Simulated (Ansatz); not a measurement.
**SiGe₂H+ (singlet): the correlation ladder, cc-pVTZ**

One table from this session's results is given with a row withheld; the runs are named, their logs left out.

Method: cc-pVTZ, core rule «outside noble gas», up to 33 orbitals frozen; program: Ansatz 0.2.0, Gaussian basis.

To be run: UHF; CCSD(T) on RHF; CCSD(T) on UHF; BCCD(T) on RHF; CCSDT(Q) on RHF; CCSDT(Q) on UHF.

3 further runs of the same task are left out: 3 set aside as unsound or not needed.

**What is computed**

The geometry is a PBE0/def2-TZVP stationary point (not a proven minimum) of the parent state, kept for this charge and spin. No spin-orbit coupling is included. The filled d shell of Ge may be among the frozen orbitals whatever the setting's name suggests; the logs give the count.

4 atoms, charge 1, spin multiplicity 1.

Atoms are counted from 1 here; the program's logs count them from 0.

Bond lengths: Ge1–Si2 2.395 Å, Ge1–Ge3 2.530 Å, Si2–Ge3 2.211 Å, Si2–H4 1.493 Å. Angles: Si2–Ge1–Ge3 53.3°, Ge1–Si2–Ge3 66.5°, Ge1–Si2–H4 128.2°, Ge3–Si2–H4 165.3°, Ge1–Ge3–Si2 60.2°.

The first run:

in.yaml

```yaml
crystal:
  periodic: [false, false, false]
  atoms:
    - {symbol: Ge, position_ang: [0.000000, -0.254406, 1.307346]}
    - {symbol: Si, position_ang: [0.000000, 1.579840, -0.232472]}
    - {symbol: Ge, position_ang: [0.000000, -0.398617, -1.218485]}
    - {symbol: H, position_ang: [0.000000, 3.040813, 0.073648]}
basis:
  gaussian: {orbitals: cc-pVTZ}
total_charge: 1
magnetization: {spin_polarized: true, initial_magnetization: 0}
hamiltonian: {xc: hf}
output: {orbitals: {seedname: orbitals}}
```

On the command line:

```bash
ansatz run in.yaml --threads 1 --pin off --events-out ev --progress --plain --max-ram 4096MiB --backend cpu
```

Steps of the session up to this table: UHF; CCSD(T) on RHF; CCSD(T) on UHF; BCCD(T) on RHF; CCSDT(Q) on RHF; CCSDT(Q) on UHF.

One of the session's tables, all rows but one given; the rest of the session is left out.

```
   method  from RCCSDT(Q) (kcal/mol)
      RHF                    +213.52
      UHF                    +198.94
     RMP2                     +34.78
     UMP2                     +39.01
    RCCSD                     +17.71
    UCCSD                     +16.29
 RCCSD(T)                          ?
 UCCSD(T)                      +3.04
  BCCD(T)                      +2.62
   RCCSDT                      +2.02
   UCCSDT                      +1.76
RCCSDT(Q)                          0
UCCSDT(Q)                      +0.20
```

Q: Estimate the row for RCCSD(T) from the others.

The run gave: from RCCSDT(Q) (kcal/mol): +2.63. In the column «from RCCSDT(Q) (kcal/mol)» it lies between BCCD(T) (+2.62) and UCCSD(T) (+3.04).

To keep in mind: The determinant is far from a pure spin state, so its energy mixes those of several spin states (harmless only where they are near-degenerate, as at dissociation). Warnings: restricted reference is unstable; spin contamination; large T1 diagnostic. Restricted and unrestricted rows rest on different reference determinants; where their highest levels disagree by more than a few hundredths of an eV, they describe different states and don't form one ladder.
